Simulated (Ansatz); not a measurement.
Geometry optimisation, Ansatz 0.2.0, DFT PBE-D3(BJ), scalar-relativistic, plane waves, PAW.

Input file:

```yaml
crystal:
  lattice:
    - [8.1, 0.0, 0.0]
    - [0.0, 8.1, 0.0]
    - [0.0, 0.0, 8.1]
  atoms:
    - { symbol: Al, position: [0.5, 0.0, 0.0] }
    - { symbol: Al, position: [0.75, 0.25, 0.0] }
    - { symbol: Al, position: [0.75, 0.0, 0.25] }
    - { symbol: Al, position: [0.0, 0.0, 0.0] }
    - { symbol: Al, position: [0.25, 0.25, 0.0] }
    - { symbol: Al, position: [0.5, 0.5, 0.0] }
    - { symbol: Al, position: [0.75, 0.75, 0.0] }
    - { symbol: Al, position: [0.25, 0.0, 0.25] }
    - { symbol: Al, position: [0.5, 0.25, 0.25] }
    - { symbol: Al, position: [0.75, 0.5, 0.25] }
    - { symbol: Al, position: [0.5, 0.0, 0.5] }
    - { symbol: Al, position: [0.75, 0.25, 0.5] }
    - { symbol: Al, position: [0.75, 0.0, 0.75] }
    - { symbol: Al, position: [0.0, 0.5, 0.0] }
    - { symbol: Al, position: [0.25, 0.75, 0.0] }
    - { symbol: Al, position: [0.0, 0.25, 0.25] }
    - { symbol: Al, position: [0.25, 0.5, 0.25] }
    - { symbol: Al, position: [0.5, 0.75, 0.25] }
    - { symbol: Al, position: [0.0, 0.0, 0.5] }
    - { symbol: Al, position: [0.25, 0.25, 0.5] }
    - { symbol: Al, position: [0.5, 0.5, 0.5] }
    - { symbol: Al, position: [0.75, 0.75, 0.5] }
    - { symbol: Al, position: [0.25, 0.0, 0.75] }
    - { symbol: Al, position: [0.5, 0.25, 0.75] }
    - { symbol: Al, position: [0.75, 0.5, 0.75] }
    - { symbol: Al, position: [0.0, 0.75, 0.25] }
    - { symbol: Al, position: [0.0, 0.5, 0.5] }
    - { symbol: Al, position: [0.25, 0.75, 0.5] }
    - { symbol: Al, position: [0.0, 0.25, 0.75] }
    - { symbol: Al, position: [0.25, 0.5, 0.75] }
    - { symbol: Al, position: [0.5, 0.75, 0.75] }
    - { symbol: Al, position: [0.0, 0.75, 0.75] }
    - { symbol: H, position: [0.4991933, -0.0017915, 0.7522421] }
basis:
  ecutwfc: 420.0
kpoints:
  mp_grid: { grid: [3, 3, 3] }
hamiltonian:
  xc: pbe
  dispersion: d3bj
scf:
  occupations: { method: fermi_dirac, width: 0.05 }
  lower_state_search: "off"
relax:
  f_tol: 0.03
  max_steps: 60
  adjacent_minimum: "off"
```

Run as:

```bash
$ ansatz run input.yaml --threads 4 --pin off --max-ram 10240MiB --backend cpu --events-out ev --progress --plain --runs-dir out
```

Where does it end, and by what steps?

The run converged. The force dipped under the threshold on the way, but the program's further checks kept it going. Limits of this set-up: odd electron count without spin. After 4 steps the energy has fallen by 0.054 eV; Al1 moved furthest, 0.05 Å.

```
step  energy less start (eV)  largest force component (eV/Å)  accepted
   0                  0.0000                           0.393       yes
   1                 -0.0524                           0.046       yes
   2                 -0.0536                           0.006       yes
   3                 -0.0516                           0.063        no
   4                 -0.0536                           0.006       yes
```

```xyz
33
Lattice="8.1000 0.0000 0.0000 0.0000 8.1000 0.0000 0.0000 0.0000 8.1000" Properties=species:S:1:pos:R:3
Al 4.050 0.000 0.048
Al 6.072 2.022 -0.003
Al 6.085 0.000 2.025
Al 0.000 0.000 0.010
Al 2.028 2.022 -0.003
Al 4.050 4.050 0.010
Al 6.072 6.078 -0.003
Al 2.015 0.000 2.025
Al 4.050 2.035 2.025
Al 6.082 4.050 2.025
Al 4.050 0.000 4.004
Al 6.072 2.022 4.053
Al 6.122 0.000 6.074
Al 0.000 4.050 0.007
Al 2.028 6.078 -0.003
Al 0.000 2.032 2.025
Al 2.018 4.050 2.025
Al 4.050 6.065 2.025
Al 0.000 0.000 4.040
Al 2.028 2.022 4.053
Al 4.050 4.050 4.040
Al 6.072 6.078 4.053
Al 1.978 0.000 6.074
Al 4.050 2.071 6.074
Al 6.085 4.050 6.075
Al 0.000 6.068 2.025
Al 0.000 4.050 4.043
Al 2.028 6.078 4.053
Al 0.000 2.035 6.075
Al 2.015 4.050 6.075
Al 4.050 6.027 6.074
Al 0.000 6.065 6.075
H 4.044 -0.013 6.092
```

Whether the end is a true minimum wasn't checked by a vibrational analysis.

Run time: 31 s on 4 threads of AMD EPYC 9R14 (Zen 4), on a shared host, peak memory 1.4 GiB.
